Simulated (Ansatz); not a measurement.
# GeHCl+ (doublet): wave-function methods side by side, cc-pVDZ

One table from this session's results is given with a row withheld; the runs are named, their logs left out.

Computed with Ansatz 0.2.0, Gaussian basis. Level: cc-pVDZ, core rule «outside noble gas», up to 19 orbitals frozen.

Plan: UHF; CCSD(T) on ROHF; CCSD(T) on UHF; BCCD(T) on ROHF; CISD; CCSDT(Q) on ROHF; CCSDT(Q) on UHF; CASSCF and MRCISD+Q, 11 electrons in 9 orbitals; CASSCF and NEVPT2, 11 electrons in 9 orbitals.

15 further runs of the same task are left out: 8 that didn't finish, 7 set aside as unsound or not needed.

## What is computed

The geometry is a PBE0/def2-TZVP stationary point (not a proven minimum) of the parent state, kept for this charge and spin. No spin-orbit coupling is included. The filled d shell of Ge may be among the frozen orbitals whatever the setting's name suggests; the logs give the count.

3 atoms, charge 1, spin multiplicity 2.

Atoms are counted from 1 here; the program's logs count them from 0.

Bond lengths: Ge1–Cl2 2.183 Å, Ge1–H3 1.600 Å. Angles: Cl2–Ge1–H3 93.7°.

Set-up of the first run:

in.yaml

```yaml
crystal:
  periodic: [false, false, false]
  atoms:
    - {symbol: Ge, position_ang: [0.000000, -0.033402, 0.707833]}
    - {symbol: Cl, position_ang: [0.000000, 0.024074, -1.474553]}
    - {symbol: H, position_ang: [0.000000, 1.560437, 0.853542]}
basis:
  gaussian: {orbitals: cc-pVDZ}
total_charge: 1
magnetization: {spin_polarized: true, initial_magnetization: 1}
hamiltonian: {xc: hf}
output: {orbitals: {seedname: orbitals}}
```

Started as:

```console
$ ansatz run in.yaml --threads 1 --pin off --events-out ev --progress --plain --max-ram 2393MiB
```

Steps of the session up to this table: UHF; CCSD(T) on ROHF; CCSD(T) on UHF; BCCD(T) on ROHF; CISD; CCSDT(Q) on ROHF; CCSDT(Q) on UHF; CASSCF and MRCISD+Q, 11 electrons in 9 orbitals; CASSCF and NEVPT2, 11 electrons in 9 orbitals.

One table of the session follows, with a row left open; its other results are not shown here.

| method | from UCCSDT(Q) (meV) |
| --- | --- |
| ROHF | +6451.9 |
| UHF | +6283.4 |
| RMP2 | +1028.3 |
| UMP2 | ? |
| CISD | +763.8 |
| RCCSD | +276.4 |
| UCCSD | +268.8 |
| RCCSD(T) | +60.5 |
| UCCSD(T) | +58.8 |
| BCCD(T) | +62.2 |
| RCCSDT | +25.7 |
| UCCSDT | +22.8 |
| RCCSDT(Q) | +11.3 |
| UCCSDT(Q) | 0 |
| CASSCF valence | +4749.9 |
| NEVPT2 valence | +1052.0 |
| MRCISD valence | +363.9 |
| MRCISD+Q valence | +47.7 |

**Question.** Estimate the row for UMP2.

As computed: from UCCSDT(Q) (meV): +1004.1. In the column «from UCCSDT(Q) (meV)» it lies between CISD (+763.8) and RMP2 (+1028.3).

Among the levels timed on like hardware and quicker than the yardstick, those that no quicker one beats, quickest first: CISD (2.4 s, +763.8 meV); BCCD(T) (4.2 s, +62.2 meV); RCCSD(T) (5.5 s, +60.5 meV); MRCISD+Q valence (7 s, +47.7 meV); RCCSDT(Q) (17 s, +11.3 meV).

Limits of these values: Of the multireference levels listed MRCISD+Q valence comes nearest in total energy (+47.7 meV), which doesn't show that its space is the better one. Restricted and unrestricted rows rest on different reference determinants; where their highest levels disagree by more than a few hundredths of an eV, they describe different states and don't form one ladder.
